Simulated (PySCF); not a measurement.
# C2H5NSSi: the cost of one run

Computed with PySCF 2.14.0, with density-fitted response routines of our own, on a single molecule in the gas phase. Atoms are numbered from 0 throughout.

### 1 The starting structure

10 atoms, charge 0, multiplicity 1; geometry from: GFN2-xTB. The atoms were then displaced at random by about 0.01 Å, so the start is not that level's minimum.

Bonds of the start (Å): N0–C1 1.12, C1–C2 1.43, C2–S3 1.88, S3–Si4 2.12, C2–H5 1.10, C2–H6 1.07, Si4–H7 1.46, Si4–H8 1.49, Si4–H9 1.45.

### 2 Geometry optimisation at PBE0-D3(BJ)/def2-SVP

Job settings and geometry (Å):

```
{"job": {"xc": "PBE0", "basis": "def2-SVP", "d3": "d3bj", "grid": 1, "shake": 0.01, "kind": "geom"}, "charge": 0, "multiplicity": 1}
N     -1.518390     1.730500    -1.123780
C     -1.482850     0.752660    -0.576590
C     -1.364890    -0.496220     0.100510
S      0.214260    -1.369060    -0.437800
Si     1.703400     0.026500     0.139910
H     -1.304300    -0.335770     1.186520
H     -2.165970    -1.156530    -0.141460
H      2.933810    -0.715780    -0.109660
H      1.479260     0.310470     1.586420
H      1.556110     1.232300    -0.645130
```

Started as:

```
> OMP_NUM_THREADS=1 python probes_run.py task.json out
```

One launch serves the whole session: the jobs run in the order shown.

Q: Estimate the wall time and peak memory of this first job on 1 thread of Arm Neoverse V2, shared host.

About 23 s, with a peak of 0.42 GiB.
